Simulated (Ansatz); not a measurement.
Crystal: VWC2.

```
W V C
1.0
     1.51704    0.87586    4.93389
    -1.51704    0.87586    4.93389
     0.00000   -1.75173    4.93389
W V C
1 1 2
Cartesian
  0.0000 0.0000 0.0000
  0.0000 0.0000 7.4008
  0.0000 0.0000 3.6485
  0.0000 0.0000 11.1532
```

The cell comes from a database or a generator and needn't be the stable form of this composition.

Base run:

* Program: Ansatz 0.2.0
* Functional: PBEsol
* Potentials or basis: all-electron LAPW, scalar-relativistic
* Cutoff: 315 eV
* Density cutoff: 1261 eV
* Basis error allowed: 0.002 eV/atom
* k mesh: 10 × 10 × 10
* Occupations: fermi-dirac, width 0.05 eV
* Spin: collinear spin, ferromagnetic start
* Starting moments: [0.0, 2.0, 0.0, 0.0] μB

Its results: pressure -10.6 GPa; net moment 0.00 μB per cell; largest force 0.111 eV/Å.

Question: After a change of settings the same cell gave: pressure -2.0 GPa; net moment 0.00 μB per cell; largest force 0.096 eV/Å. Which change was it?
A. k mesh from 10 × 10 × 10 to 8 × 8 × 8
B. functional from PBEsol to LDA
C. basis error allowed from 0.002 eV/atom to 0.001 eV/atom
D. functional from PBEsol to PBE

Answer: D.

PBE binds less tightly than PBEsol, so the same cell stands under more pressure.

Not every run made on this cell is shown here.
